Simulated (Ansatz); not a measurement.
# SnH3O radical: a ladder of functionals and wavefunction methods

An exercise on one series of results from a longer session: the logs are not shown, and one member is left open.

Computed with Ansatz 0.2.0, Gaussian basis. Level: functionals in def2-TZVPP, the program's frozen cores in correlated methods.

Levels to be run: LDA (SPW92), PBE-D4, revPBE-D4, BLYP-D4, r2SCAN-D4, B97M-V, PBE0-D4, B3LYP-D4, r2SCANh-D4, r2SCAN0-D4, HSE06-D4, BHLYP-D4, CAM-B3LYP-D4, LC-ωPBE, ωB97X-V, ωB97M-V, B2PLYP, PBE-QIDH; CCSD(T)/def2-SVP; CCSD(T)/def2-TZVPP; MP2/def2-QZVPP; extrapolation to the limit; RPA on PBE.

### Structure used throughout

All runs share one geometry, relaxed beforehand with PBE0-D4 in a triple-zeta def2 set. Sn takes the def2 core potential; no spin-orbit term is included.

SMILES `[OH][SnH2]`, 5 atoms, charge 0, spin multiplicity 2.

Atoms are counted from 1 here; the program's logs count them from 0.

Bond lengths: O1–Sn2 1.976 Å, O1–H3 0.960 Å, Sn2–H4 1.735 Å, Sn2–H5 1.722 Å. Angles: Sn2–O1–H3 113.3°, O1–Sn2–H4 106.9°, O1–Sn2–H5 101.9°, H4–Sn2–H5 111.7°.

Set-up of the first run:

in.yaml reads:

```yaml
crystal:
  periodic: [false, false, false]
  atoms:
    - {symbol: O, position_ang: [0.707361, -0.732935, 0.861875]}
    - {symbol: Sn, position_ang: [0.104492, 0.308848, -0.705519]}
    - {symbol: H, position_ang: [0.368586, -1.631323, 0.873208]}
    - {symbol: H, position_ang: [-1.606838, 0.061318, -0.845924]}
    - {symbol: H, position_ang: [0.476300, 1.920394, -0.224940]}
basis:
  gaussian: {orbitals: def2-TZVPP}
magnetization: {spin_polarized: true, initial_magnetization: 1}
hamiltonian: {xc: lda}
output: {orbitals: {seedname: orbitals}}
```

Steps of the session up to this table: LDA; PBE-D4 (GGA); revPBE-D4 (GGA); BLYP-D4 (GGA); r2SCAN-D4 (meta-GGA); B97M-V (meta-GGA); PBE0-D4 (hybrid); B3LYP-D4 (hybrid); r2SCANh-D4 (hybrid); r2SCAN0-D4 (hybrid); HSE06-D4 (hybrid); BHLYP-D4 (hybrid); CAM-B3LYP-D4 (range-separated); LC-ωPBE-D4 (range-separated; the results give it without D4); ωB97X-V (range-separated); ωB97M-V (range-separated); B2PLYP (double hybrid); PBE-QIDH (double hybrid).

One table of the session follows, with a row left open; its other results are not shown here.

It belongs to the step «Frontier levels by functional». 

```
  functional  HOMO (eV)  LUMO (eV)  gap (eV)
 LDA (SPW92)      -5.09      -4.31      0.77
      PBE-D4      -5.04      -4.00      1.04
   revPBE-D4      -5.01      -3.89      1.13
     BLYP-D4      -4.90      -4.05      0.85
   r2SCAN-D4      -5.41      -3.68      1.73
      B97M-V      -5.24      -4.20      1.04
     PBE0-D4      -6.16      -3.15      3.01
    B3LYP-D4      -5.94      -3.56      2.38
  r2SCANh-D4      -5.83      -3.38      2.45
  r2SCAN0-D4          ?          ?         ?
    HSE06-D4      -5.77      -3.52      2.25
    BHLYP-D4      -7.13      -2.43      4.69
CAM-B3LYP-D4      -7.39      -2.30      5.09
     LC-ωPBE      -8.72      -0.91      7.81
     ωB97X-V      -8.27      -1.30      6.97
     ωB97M-V      -8.19      -1.43      6.76
```

Estimate the missing values for r2SCAN0-D4.

Worked estimate for «HOMO (eV)». Against the share of exact exchange, r2SCAN-D4 (0, -5.41), r2SCANh-D4 (0.1, -5.83) give a slope of -4.20 per unit share; at 0.25 the line stands at -6.46.

The run gave: HOMO (eV): -6.44; LUMO (eV): -2.93; gap (eV): 3.51. In «HOMO (eV)» the line misses by -0.02.
